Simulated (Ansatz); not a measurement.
# PdCl: the crystal squeezed far

The task here is to estimate one member of a computed series from the others.

Computed with Ansatz 0.2.0 (DFT, PBE, PAW with Ansatz's default frozen-core files, scalar-relativistic, unless a step's input says otherwise).

2 further runs of the same task are left out: 2 set aside as unsound or not needed. Runs told in other sessions of the task aren't counted.

### The structure to begin with

Symmetry: Pm-3m, No. 221, cubic system. The conventional cell has a = 2.714 Å, b = 2.714 Å, c = 2.714 Å, α = 90.00°, β = 90.00°, γ = 90.00°. Around Pd (site symmetry m-3m) lie 8 Cl at 2.35 Å. Cl (site symmetry m-3m) is surrounded by 8 Pd at 2.35 Å.

Coordinates:

```
Pd Cl
1.0
     2.71442    0.00000    0.00000
     0.00000    2.71442    0.00000
     0.00000    0.00000    2.71442
Pd Cl
1 1
Direct
  0.00000 0.00000 0.00000
  0.50000 0.50000 0.50000
```

Whether this phase is the stable one at these pressures isn't tested.

Atoms are numbered in the order of the input: Pd1, Cl2.

The first run:

input.yaml reads:

```yaml
crystal:
  lattice:
    - [2.7144176166, 0.0, 0.0]
    - [0.0, 2.7144176166, 0.0]
    - [0.0, 0.0, 2.7144176166]
  atoms:
    - { symbol: Pd, position: [0.0, 0.0, 0.0] }
    - { symbol: Cl, position: [0.5, 0.5, 0.5] }
kpoints:
  mp_grid: { grid: [15, 15, 15] }
scf:
  occupations: { method: fermi_dirac, width: 0.08 }
hamiltonian:
  xc: pbe
  pseudopotentials: { kind: paw }
output:
  forces: true
  stress: true
  write_density: true
  write_potential: true
  elf: true
  volumetric_format: npy
relax:
  f_tol: 0.005
  max_steps: 40
  cell: {}
```

The run is started by

```bash
$ ansatz run input.yaml --threads 1 --pin off --max-ram 2048MiB --backend cpu --events-out ev --progress --plain --runs-dir out
```

Steps of the session up to this table: Cell relaxed at zero pressure, PAW; Volume scaled by 1, PAW; Volume scaled by 0.95, PAW; Volume scaled by 0.85, PAW; Volume scaled by 0.75, PAW; Volume scaled by 0.65, PAW; Volume scaled by 0.55, PAW; Volume scaled by 0.45, PAW; Volume scaled by 0.4, PAW; Volume scaled by 0.4, PAW (cutoff 1000 eV).

One table of the session follows, with a row left open; its other results are not shown here.

```
              method  volume over the first  volume (Å³/atom)  pressure (GPa)
                 PAW                      1            17.126            0.00
                 PAW                   0.95            16.269            4.34
                 PAW                   0.85                 ?               ?
                 PAW                   0.75            12.844           46.49
                 PAW                   0.65            11.132          102.16
                 PAW                   0.55             9.419          219.48
                 PAW                   0.45             7.707          487.27
                 PAW                    0.4             6.850          739.70
PAW (cutoff 1000 eV)                    0.4             6.850          739.34
```

**Question.** Estimate the row for PAW, 0.85.

**Answer.** volume (Å³/atom): 14.557; pressure (GPa): 18.67. In the column «volume (Å³/atom)» it lies between PAW, 0.75 (12.844) and PAW, 0.95 (16.269).

To keep in mind: At pressures up to 740 GPa the PAW spheres may overlap and frozen cores may not hold, so those PAW values are rough without an all-electron check.
